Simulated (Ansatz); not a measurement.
# CHGeO+ (quintet): from Hartree-Fock to the top rungs, cc-pVTZ

Aim: climb from Hartree-Fock through coupled cluster for CHGeO+ (quintet) at one geometry and basis, and see what each rung misses.

Program: Ansatz 0.2.0, Gaussian basis. Level of theory: cc-pVTZ, core rule «outside noble gas», up to 16 orbitals frozen. These are calculated values, not measurements.

Plan: UHF; CCSD(T) on ROHF; CCSD(T) on UHF; BCCD(T) on ROHF; CCSDT(Q) on ROHF; CCSDT(Q) on UHF.

4 further runs of the same task are left out: 1 for a known fault of the program, 3 set aside as unsound or not needed. Runs told in other sessions of the task aren't counted.

## 1. The system

The geometry is a PBE0/def2-TZVP stationary point (not a proven minimum) of the parent state, kept for this charge and spin. No spin-orbit coupling is included. The filled d shell of Ge may be among the frozen orbitals whatever the setting's name suggests.

4 atoms, charge 1, spin multiplicity 5.

Atoms are counted from 1 here; the program's logs count them from 0.

Bond lengths: C1–Ge2 1.966 Å, Ge2–O3 1.786 Å, O3–H4 0.962 Å. Angles: C1–Ge2–O3 99.3°, Ge2–O3–H4 113.3°.

## 2. UHF

The input, in.yaml:

```yaml
crystal:
  periodic: [false, false, false]
  atoms:
    - {symbol: C, position_ang: [0.000000, -1.033092, 1.493061]}
    - {symbol: Ge, position_ang: [0.000000, 0.334803, 0.081537]}
    - {symbol: O, position_ang: [0.000000, -0.729085, -1.353363]}
    - {symbol: H, position_ang: [0.000000, -0.245076, -2.185226]}
basis:
  gaussian: {orbitals: cc-pVTZ}
total_charge: 1
magnetization: {spin_polarized: true, initial_magnetization: 4}
hamiltonian: {xc: hf}
output: {orbitals: {seedname: orbitals}}
```

The run is started by

```sh
$ ansatz run in.yaml --threads 1 --pin off --events-out ev --progress --plain --max-ram 2560MiB --backend cpu
```

The runs that follow: CCSD(T) on ROHF; CCSD(T) on UHF; BCCD(T) on ROHF; CCSDT(Q) on ROHF; CCSDT(Q) on UHF.

Before running them: what should the planned runs give, taken together? Wanted: UCCSDT(Q) from the RHF energy; RMP2 from UCCSDT(Q); UMP2 from UCCSDT(Q); RCCSD from UCCSDT(Q); RCCSD(T) from UCCSDT(Q); UCCSD(T) from UCCSDT(Q); RCCSDT(Q) from UCCSDT(Q); T1 diagnostic.

The runs gave:

| quantity | value |
| --- | --- |
| UCCSDT(Q) from the ROHF energy | -11.5783 eV |
| RMP2 from UCCSDT(Q) | +108.9 kJ/mol |
| UMP2 from UCCSDT(Q) | +113.9 kJ/mol |
| RCCSD from UCCSDT(Q) | +57.7 kJ/mol |
| RCCSD(T) from UCCSDT(Q) | +8.8 kJ/mol |
| UCCSD(T) from UCCSDT(Q) | +8.1 kJ/mol |
| RCCSDT(Q) from UCCSDT(Q) | +1.9 kJ/mol |
| levels within 1 kcal/mol (43 meV) | UCCSDT, RCCSDT(Q) |
| T1 diagnostic | 0.040 |

In words: RCCSD(T) misses by +8.8 kJ/mol, 0.8 % of the correlation energy. These misses are within one basis, not against nature; the frozen cores of restricted and unrestricted runs differ, which can shift their rows.
